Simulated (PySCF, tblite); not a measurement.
**C7H10O3: geometry, infrared bands and NMR shifts**

What infrared bands and NMR shifts should C7H10O3 (`COC1=C[C@@H](OC)C=CO1`) show?

Programs: tblite 0.8.0 and PySCF 2.14.0, with density-fitted response routines of our own. Each step states its level of theory. These are calculated values for one molecule in the gas phase, unless marked as measured. Atoms are numbered from 0 throughout.

### 1 Starting geometry

20 atoms, charge 0, multiplicity 1; geometry from: force field or distance geometry start.

Bonds of the start (Å): C0–O1 1.41, O1–C2 1.39, C2–C3 1.33, C3–C4 1.49, C4–O5 1.43, O5–C6 1.42, C4–C7 1.50, C7–C8 1.34, C8–O9 1.38, O9–C2 1.40, C0–H10 1.10, C0–H11 1.10, C0–H12 1.09, C3–H13 1.09, C4–H14 1.09, C6–H15 1.11, C6–H16 1.10, C6–H17 1.09, C7–H18 1.08, C8–H19 1.08.

### 2 Optimising the geometry with GFN2-xTB

What the job is given:

```
{"job": {"kind": "relax", "xc": "GFN2-xTB", "basis": "xTB"}, "charge": 0, "multiplicity": 1}
C     -3.531200    -0.457400     0.041500
O     -2.293500    -0.961000     0.478500
C     -1.212800    -0.128800     0.213700
C      0.016200    -0.564300     0.459200
C      1.239300     0.254800     0.236300
O      2.097600    -0.432000    -0.678800
C      3.110700    -1.180100    -0.017900
C      0.916000     1.579600    -0.393400
C     -0.353500     1.932800    -0.620800
O     -1.448600     1.146400    -0.311400
H     -4.312100    -1.198800     0.272500
H     -3.798200     0.468500     0.570300
H     -3.541500    -0.295800    -1.031500
H      0.154300    -1.567700     0.872700
H      1.744900     0.457600     1.184600
H      2.663300    -1.927100     0.664900
H      3.773800    -0.516100     0.552700
H      3.702000    -1.708800    -0.771100
H      1.726700     2.236000    -0.662200
H     -0.658500     2.872900    -1.062900
```

Started as:

```sh
$ OMP_NUM_THREADS=1 python probes_run.py task.json out
```

The driver reads the jobs from task.json and runs them one after another.

**Question.** This job is followed by: GFN2-xTB harmonic vibrations, gas phase; GIAO PBE0/pcSseg-1 NMR shielding, non-relativistic, gas phase. What will the session give for the following? strongest single infrared mode (GFN2-xTB); zero-point energy (GFN2-xTB); 13C shifts against TMS (PBE0/pcSseg-1); 1H shifts against TMS (PBE0/pcSseg-1, means over atoms taken as alike); 17O shifts against H2O (PBE0/pcSseg-1).

**Answer**, as computed:

| quantity | value |
| --- | --- |
| strongest single infrared mode (GFN2-xTB) | 1725 cm⁻¹, 317 km/mol |
| zero-point energy (GFN2-xTB) | 99.0 kcal/mol |
| 13C shifts against TMS (PBE0/pcSseg-1) | 165.0, 147.2, 112.2, 78.0, 73.3, 54.9, 54.4 ppm |
| 1H shifts against TMS (PBE0/pcSseg-1, means over atoms taken as alike) | 6.66, 5.36, 4.85, 4.58, 3.82, 3.47 ppm |
| 17O shifts against H2O (PBE0/pcSseg-1) | 186.1, 98.8, 74.6 ppm |

Over 89 steps the energy fell by 0.233 eV; of the close pairs, O1–C2 changed most, 1.389 to 1.351 Å. No mode is imaginary among the 54: a minimum at this level. The strongest single mode, at 1725 cm⁻¹, has its largest shares on C2, C8, C7 and C3 (the list is cut at 4 atoms). Unscaled tight-binding wavenumbers are off by several per cent, some by more. Its intensities can rank the bands wrongly. The most deshielded hydrogen is H19 (hydrogen on an alkene carbon bearing oxygen), at 6.66 ppm: olefinic region. At PBE0/pcSseg-1: The largest span, 256 ppm, is at O9, where the paramagnetic term is -252 ppm.
